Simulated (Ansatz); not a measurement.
**Ge21H28 ring sphere (Ge21H28): structure and electronic state**

What does Ge21H28 ring sphere (Ge21H28) look like as a singlet, and where do its frontier electrons sit?

The runs use Ansatz 0.2.0, Gaussian basis; RKS PBE0-D4/def2-TZVP.

Plan: relaxation at r2SCAN-D4/def2-SVP; a single point at PBE0-D4/def2-TZVP.

1 further run of the same task is left out (set aside as unsound or not needed).

**1. Starting geometry**

49 atoms, charge 0, spin multiplicity 1.

Atoms are counted from 1 here; the program's logs count them from 0.

Bond lengths: Ge1–Ge2 2.411 Å, Ge1–Ge6 2.414 Å, Ge1–H22 1.517 Å, Ge1–H23 1.517 Å, Ge2–Ge8 2.448 Å, Ge2–H24 1.521 Å, Ge2–H25 1.521 Å, Ge3–Ge4 2.408 Å, Ge3–Ge7 2.450 Å, Ge3–H26 1.522 Å, Ge3–H27 1.520 Å, Ge4–Ge9 2.421 Å, Ge4–H28 1.518 Å, Ge4–H29 1.519 Å, Ge5–Ge6 2.423 Å, Ge5–Ge7 2.454 Å, Ge5–H30 1.522 Å, Ge5–H31 1.524 Å and more. Angles: Ge2–Ge1–Ge6 110.3°, Ge2–Ge1–H22 111.1°, Ge2–Ge1–H23 111.0°, Ge6–Ge1–H22 110.8°, Ge6–Ge1–H23 110.8°, H22–Ge1–H23 102.6°, Ge1–Ge2–Ge8 112.9°, Ge1–Ge2–H24 109.9°, Ge1–Ge2–H25 110.0°, Ge8–Ge2–H24 110.9°, Ge8–Ge2–H25 110.7°, H24–Ge2–H25 101.8°, Ge4–Ge3–Ge7 112.9°, Ge4–Ge3–H26 110.1°, Ge4–Ge3–H27 109.9°, Ge7–Ge3–H26 110.8°, Ge7–Ge3–H27 111.1°, H26–Ge3–H27 101.6° and more.

The start is a GFN2-xTB geometry.

**2. Relaxation at r2SCAN-D4/def2-SVP**

File in.yaml:

```yaml
crystal:
  periodic: [false, false, false]
  atoms:
    - {symbol: Ge, position_ang: [-2.969520, -1.704320, -3.444240]}
    - {symbol: Ge, position_ang: [-2.931350, -1.682910, -1.033760]}
    - {symbol: Ge, position_ang: [1.025010, -4.024530, -0.134070]}
    - {symbol: Ge, position_ang: [1.021570, -4.077060, 2.273170]}
    - {symbol: Ge, position_ang: [0.963570, -1.701040, -3.487630]}
    - {symbol: Ge, position_ang: [-1.019110, -0.586690, -4.323190]}
    - {symbol: Ge, position_ang: [1.052930, -1.746700, -1.036050]}
    - {symbol: Ge, position_ang: [-0.960580, -0.553200, -0.121260]}
    - {symbol: Ge, position_ang: [1.065870, -1.808910, 3.119120]}
    - {symbol: Ge, position_ang: [-0.884490, -0.510660, 2.371810]}
    - {symbol: Ge, position_ang: [-0.984790, 1.687580, -3.485890]}
    - {symbol: Ge, position_ang: [-0.981520, 1.788690, -1.034140]}
    - {symbol: Ge, position_ang: [-2.972160, 2.894510, -0.132870]}
    - {symbol: Ge, position_ang: [-1.028730, 1.826630, 3.119880]}
    - {symbol: Ge, position_ang: [-3.019710, 2.913540, 2.274880]}
    - {symbol: Ge, position_ang: [3.022850, -0.546520, -0.134220]}
    - {symbol: Ge, position_ang: [3.020910, -0.562930, 2.330820]}
    - {symbol: Ge, position_ang: [3.006920, 1.739340, -0.956440]}
    - {symbol: Ge, position_ang: [1.039880, 2.896690, -0.127420]}
    - {symbol: Ge, position_ang: [2.999390, 1.725660, 3.140410]}
    - {symbol: Ge, position_ang: [1.030860, 2.897020, 2.337440]}
    - {symbol: H, position_ang: [-3.064360, -3.122290, -3.975790]}
    - {symbol: H, position_ang: [-4.240570, -1.067710, -3.973710]}
    - {symbol: H, position_ang: [-3.037620, -3.103350, -0.500610]}
    - {symbol: H, position_ang: [-4.208260, -1.053530, -0.497770]}
    - {symbol: H, position_ang: [-0.162520, -4.805850, -0.677090]}
    - {symbol: H, position_ang: [2.193820, -4.837050, -0.666440]}
    - {symbol: H, position_ang: [-0.162990, -4.842590, 2.834500]}
    - {symbol: H, position_ang: [2.203580, -4.859210, 2.819080]}
    - {symbol: H, position_ang: [1.080530, -3.117940, -4.031140]}
    - {symbol: H, position_ang: [2.235830, -1.057250, -4.024890]}
    - {symbol: H, position_ang: [-1.008800, -0.580610, -5.857220]}
    - {symbol: H, position_ang: [1.074550, -1.794180, 4.656160]}
    - {symbol: H, position_ang: [-2.162230, -1.247220, 2.815620]}
    - {symbol: H, position_ang: [-2.153480, 2.499510, -4.028250]}
    - {symbol: H, position_ang: [0.208360, 2.468120, -4.021830]}
    - {symbol: H, position_ang: [-4.240120, 2.249010, -0.671640]}
    - {symbol: H, position_ang: [-3.099170, 4.311850, -0.667360]}
    - {symbol: H, position_ang: [-1.013420, 1.821430, 4.656840]}
    - {symbol: H, position_ang: [-4.271860, 2.265830, 2.837090]}
    - {symbol: H, position_ang: [-3.110370, 4.327230, 2.820230]}
    - {symbol: H, position_ang: [4.291480, -1.243890, -0.649050]}
    - {symbol: H, position_ang: [4.301900, -1.256300, 2.816050]}
    - {symbol: H, position_ang: [3.045230, 1.764780, -2.477030]}
    - {symbol: H, position_ang: [4.287310, 2.473880, -0.591950]}
    - {symbol: H, position_ang: [1.069320, 4.345520, -0.640320]}
    - {symbol: H, position_ang: [3.115400, 1.792660, 4.653660]}
    - {symbol: H, position_ang: [4.260530, 2.454310, 2.695710]}
    - {symbol: H, position_ang: [1.070090, 4.350660, 2.830810]}
basis:
  gaussian: {orbitals: def2-SVP, fitting: {mean_field: def2-universal-jkfit}}
hamiltonian: {xc: r2scan, dispersion: d4}
scf: {lower_state_search: "off"}
output: {orbitals: {seedname: orbitals}}
relax: {f_tol: 0.03, max_steps: 70}
```

Run with:

```
$ ansatz run in.yaml --threads 11 --pin off --events-out ev --progress --plain --max-ram 174080MiB --backend cuda --devices 0, --max-vram 75GiB
```

Further steps of the session: Single point, PBE0-D4/def2-TZVP.

Q: Predict the results of all the runs planned. Wanted: point group; commonest bond, hydrogen aside; HOMO, LUMO at PBE0-D4/def2-TZVP; dipole at r2SCAN-D4/def2-SVP.

The runs gave:

| quantity | value |
| --- | --- |
| point group | Cs |
| commonest bond, hydrogen aside | Ge–Ge, 28 of mean length 2.436 Å |
| HOMO, LUMO at PBE0-D4/def2-TZVP | -6.70, -1.43 eV |
| dipole at r2SCAN-D4/def2-SVP | 0.07 D |

**Reading.** The molecule keeps its bonding pattern by the stored test; the atoms moved 0.09 Å (rms). No usable vibrations, so a minimum isn't proven. The HOMO lies nearest to Ge7, Ge8, Ge12 about 9 % each and the LUMO to Ge8 8 %. Whether this spin is the lowest isn't tested here. The point group is read from a loosely relaxed geometry; soft torsions can leave it below the true symmetry.
